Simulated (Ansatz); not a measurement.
# Ta5Si: the cost of one run

Method: DFT PBE, scalar-relativistic, plane waves, PAW, in Ansatz 0.2.0.

1 further run of the same task is left out (it didn't finish).

### 1 The system as given

Symmetry: F-43m, No. 216, cubic system. The conventional cell has a = 7.681 Å, b = 7.681 Å, c = 7.681 Å, α = 90.00°, β = 90.00°, γ = 90.00°. Ta (site symmetry 3m) is surrounded by 9 Ta at 2.51 to 3.16 Å and 3 Si at 3.21 Å. Around Ta (site symmetry -43m) lie 12 Ta at 3.16 Å and 4 Si at 3.33 Å. Around Si (site symmetry -43m) lie 16 Ta at 3.21 to 3.33 Å.

Coordinates:

```xyz
6
Lattice="0.0000 3.8407 3.8407 3.8407 0.0000 3.8407 3.8407 3.8407 0.0000" Properties=species:S:1:pos:R:3 pbc="T T T"
Ta    0.8865    0.8865    0.8865
Ta    2.9542    2.9542    0.8865
Ta    2.9542    0.8865    2.9542
Ta    0.8865    2.9542    2.9542
Ta    5.7611    5.7611    5.7611
Si    3.8407    3.8407    3.8407
```

The cell is invented: random cell by space group and Wyckoff sites (F-43m, No. 216). Lengths come from tabulated atomic sizes and are only a guess.

### 2 Probe: one point on a coarse mesh

File input.yaml:

```yaml
crystal:
  lattice:
    - [0.0, 3.84073093, 3.84073093]
    - [3.84073093, 0.0, 3.84073093]
    - [3.84073093, 3.84073093, 0.0]
  atoms:
    - { symbol: Ta, position: [0.11540931, 0.11540931, 0.11540931] }
    - { symbol: Ta, position: [0.11540931, 0.11540931, 0.65377207] }
    - { symbol: Ta, position: [0.11540931, 0.65377207, 0.11540931] }
    - { symbol: Ta, position: [0.65377207, 0.11540931, 0.11540931] }
    - { symbol: Ta, position: [0.75, 0.75, 0.75] }
    - { symbol: Si, position: [0.5, 0.5, 0.5] }
basis:
  ecutwfc: 420
kpoints:
  mp_grid: { grid: [4, 4, 4] }
hamiltonian:
  xc: pbe
scf:
  occupations: { method: gaussian, width: 0.1 }
  lower_state_search: "off"
output:
  forces: true
  stress: true
  eigenvalues: true
```

Command:

```
ansatz run input.yaml --threads 1 --pin off --max-ram 2560MiB --backend cpu --events-out ev --progress --plain --runs-dir out
```

What time and memory should one allow on 1 thread of Arm Neoverse V1, shared host?

About 3.1 s, with a peak of 0.32 GiB.
